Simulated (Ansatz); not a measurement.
# CH3ClFNSi2: basis-set convergence

The task here is to estimate one member of a computed series from the others.

The runs use Ansatz 0.2.0, Gaussian basis; one geometry, several basis sets.

Plan: PBE0-D4/def2-SVP; ωB97M-V/def2-SVP; PBE0-D4/def2-QZVPP; ωB97M-V/def2-QZVPP; the functionals' def2-TZVPP values are taken from earlier runs.

## The geometry

All runs share one geometry, relaxed beforehand with PBE0-D4 in a triple-zeta def2 set.

SMILES `N#C[SiH](Cl)[SiH2]F`, 9 atoms, charge 0, spin multiplicity 1.

Atoms are counted from 1 here; the program's logs count them from 0.

Bond lengths: N1–C2 1.152 Å, C2–Si3 1.848 Å, Si3–Cl4 2.043 Å, Si3–Si5 2.349 Å, Si3–H7 1.479 Å, Si5–F6 1.600 Å, Si5–H8 1.482 Å, Si5–H9 1.483 Å. Angles: N1–C2–Si3 176.0°, C2–Si3–Cl4 108.2°, C2–Si3–Si5 105.8°, C2–Si3–H7 106.8°, Cl4–Si3–Si5 111.1°, Cl4–Si3–H7 109.4°, Si5–Si3–H7 115.2°, Si3–Si5–F6 108.3°, Si3–Si5–H8 109.7°, Si3–Si5–H9 109.8°, F6–Si5–H8 109.0°, F6–Si5–H9 108.8°, H8–Si5–H9 111.1°.

Set-up of the first run:

Contents of in.yaml:

```yaml
crystal:
  periodic: [false, false, false]
  atoms:
    - {symbol: N, position_ang: [1.719308, -2.434969, 0.733851]}
    - {symbol: C, position_ang: [1.352134, -1.518585, 0.139263]}
    - {symbol: Si, position_ang: [0.688487, -0.019088, -0.712362]}
    - {symbol: Cl, position_ang: [0.031720, -0.575828, -2.565578]}
    - {symbol: Si, position_ang: [-1.089428, 0.738416, 0.623246]}
    - {symbol: F, position_ang: [-1.675354, 2.076941, -0.029740]}
    - {symbol: H, position_ang: [1.817096, 0.926237, -0.855652]}
    - {symbol: H, position_ang: [-2.157725, -0.287687, 0.662079]}
    - {symbol: H, position_ang: [-0.597735, 1.048263, 1.987794]}
basis:
  gaussian: {orbitals: def2-SVP}
hamiltonian: {xc: pbe0, dispersion: d4}
output: {orbitals: {seedname: orbitals}}
```

Among the steps run: PBE0-D4 in def2-SVP; ωB97M-V in def2-SVP; PBE0-D4 in def2-QZVPP; ωB97M-V in def2-QZVPP.

One of the session's tables, all rows but one given; the rest of the session is left out.

It belongs to the step «Functionals by basis». 

```
functional       basis  HOMO (eV)  LUMO (eV)
   PBE0-D4    def2-SVP      -8.72      -1.62
   PBE0-D4  def2-TZVPP      -8.81      -1.82
   PBE0-D4  def2-QZVPP      -8.83      -1.87
   ωB97M-V    def2-SVP          ?          ?
   ωB97M-V  def2-TZVPP     -10.85       0.11
   ωB97M-V  def2-QZVPP     -10.87       0.01
```

Estimate the missing values for ωB97M-V, def2-SVP.

**Answer.** HOMO (eV): -10.72; LUMO (eV): 0.43. In the column «HOMO (eV)» it lies between ωB97M-V, def2-TZVPP (-10.85) and PBE0-D4, def2-QZVPP (-8.83).
